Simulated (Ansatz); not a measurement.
**C2H3Te+ (SMILES [CH+]1C[Te]1): one structure at several levels**

The task here is to estimate one member of a computed series from the others.

The runs use Ansatz 0.2.0, Gaussian basis; single points in def2-TZVPP.

Cores are frozen in the correlated methods. Filled d shells of the heavier atoms are correlated. Core potentials replace the inner electrons past krypton, and spin-orbit coupling is left out.

**Where the work starts**

SMILES `[CH+]1C[Te]1`, 6 atoms, charge 1, spin multiplicity 1.

Atoms are counted from 1 here; the program's logs count them from 0.

Bond lengths: C1–C2 1.496 Å, C1–Te3 2.044 Å, C1–H4 1.118 Å, C2–Te3 2.309 Å, C2–H5 1.126 Å, C2–H6 1.105 Å. Angles: C2–C1–Te3 79.8°, C2–C1–H4 137.9°, Te3–C1–H4 142.3°, C1–C2–Te3 60.6°, C1–C2–H5 124.6°, C1–C2–H6 116.0°, Te3–C2–H5 117.6°, Te3–C2–H6 116.4°, H5–C2–H6 112.3°, C1–Te3–C2 39.6°.

Geometry (Å):

```tsv
atom	x (Å)	y (Å)	z (Å)
C1	-0.26590	-0.76910	-0.31560
C2	0.05100	0.64360	0.06290
Te3	1.25990	-1.08230	1.00810
H4	-0.98620	-1.30840	-0.97920
H5	0.60690	1.37220	-0.59180
H6	-0.68270	1.14530	0.71880
```

Set-up of the first run:

run/in.yaml reads:

```yaml
crystal:
  periodic: [false, false, false]
  atoms:
    - {symbol: C, position_ang: [-0.265900, -0.769100, -0.315600]}
    - {symbol: C, position_ang: [0.051000, 0.643600, 0.062900]}
    - {symbol: Te, position_ang: [1.259900, -1.082300, 1.008100]}
    - {symbol: H, position_ang: [-0.986200, -1.308400, -0.979200]}
    - {symbol: H, position_ang: [0.606900, 1.372200, -0.591800]}
    - {symbol: H, position_ang: [-0.682700, 1.145300, 0.718800]}
basis:
  gaussian: {orbitals: def2-TZVPP}
total_charge: 1
correlation: {method: ccsd_t}
output: {forces: true}
```

The command line of these runs was not kept.

Steps of the session up to this table: CCSD(T)/def2-TZVPP; PBE0-D4/def2-TZVPP; wB97M-V/def2-TZVPP; r2SCAN-D4/def2-TZVPP; PBE-D4/def2-TZVPP; LC-wPBE/def2-TZVPP; HSE06-D4/def2-TZVPP.

One of the session's tables, all rows but one given; the rest of the session is left out.

```
   method  RMS force component (eV/Å)  angle to CCSD(T) forces (°)
  CCSD(T)                       0.754                    reference
  PBE0-D4                       0.976                         16.2
  wB97M-V                       1.029                         14.2
r2SCAN-D4                       0.888                         15.7
   PBE-D4                       0.764                         19.9
  LC-wPBE                           ?                            ?
 HSE06-D4                       0.969                         16.2
```

Q: Estimate the row for LC-wPBE from the others.

The run gave: RMS force component (eV/Å): 1.230; angle to CCSD(T) forces (°): 20.9. In the column «RMS force component (eV/Å)» it is the highest.
